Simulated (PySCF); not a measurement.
# CaSb: bond curves at several levels of theory

One table from this session's results is given with a row withheld; the runs are named, their logs left out.

Computed with PySCF 2.14.0. Level: Ca def2-SVP, Sb def2-SVP with ECP28, scalar-relativistic core potentials.

Set-up of the first run:

The job is set up so:

| Item | Value |
| --- | --- |
| atoms | Ca, Sb |
| charge | 0 |
| basis | Ca def2-SVP, Sb def2-SVP with ECP28 |
| Hamiltonian | scalar-relativistic core potentials |
| basis functions | 50 |
| electrons treated | 43 |
| masses in u | 39.9626, 120.9038 |
| levels | PBE0, PBE, r²SCAN, revPBE, PW91, TPSSh, ωB97X, HF, MP2, SCS-MP2, CCSD, CCSD(T) |
| grid | 80 radial by 434 angular points |
| occupations | held fixed by the projection of orbital angular momentum |
| dissociation limit | Ca + Sb, each in its ground configuration |
| starting distance in angstrom | 2.955 |
| values of 2S to try | 1, 3 |

Run with:

```console
$ OMP_NUM_THREADS=1 python dia.py task.json out
```

Among the steps run: The job; PBE0 along the bond; Higher solutions at PBE0; PBE; r²SCAN; revPBE; PW91 (GGA); TPSSh; ωB97X (range-separated hybrid); UHF (mean field); Adding correlation.

One table of the session follows, with a row left open; its other results are not shown here.

It belongs to the step «The curves together». Energy (eV) from each level's lowest point:

```
R (Å)    UHF  UHF-MP2  UHF-SCS-MP2  UHF-CCSD  UHF-CCSD(T)
2.664  0.816    0.746        0.779       n/a          n/a
2.788  0.415    0.377        0.401     0.408        0.410
2.912  0.174    0.157        0.173     0.180        0.182
3.005  0.071    0.064        0.074     0.079        0.081
3.098      ?        ?            ?         ?            ?
3.191  0.000    0.000        0.000     0.000        0.000
3.315  0.019    0.017        0.011     0.005        0.004
3.470  0.084    0.075        0.062     0.046        0.044
3.656  0.184    0.167        0.148     0.114        0.114
3.904  0.297    0.281        0.254       n/a          n/a
```

Estimate the missing values for R (Å) = 3.098.

Worked estimate for «UHF». A straight line through the neighbours (3.005, 0.071) and (3.191, 0.000) gives 0.071 + (0.000 − 0.071) × (3.098 − 3.005) / (3.191 − 3.005) = 0.035; a parabola fitted to 4 rows on both sides gives 0.018.

**Answer.** UHF: 0.017; UHF-MP2: 0.015; UHF-SCS-MP2: 0.020; UHF-CCSD: 0.023; UHF-CCSD(T): 0.024. In «UHF» the line misses by +0.018 and the parabola by +0.001.
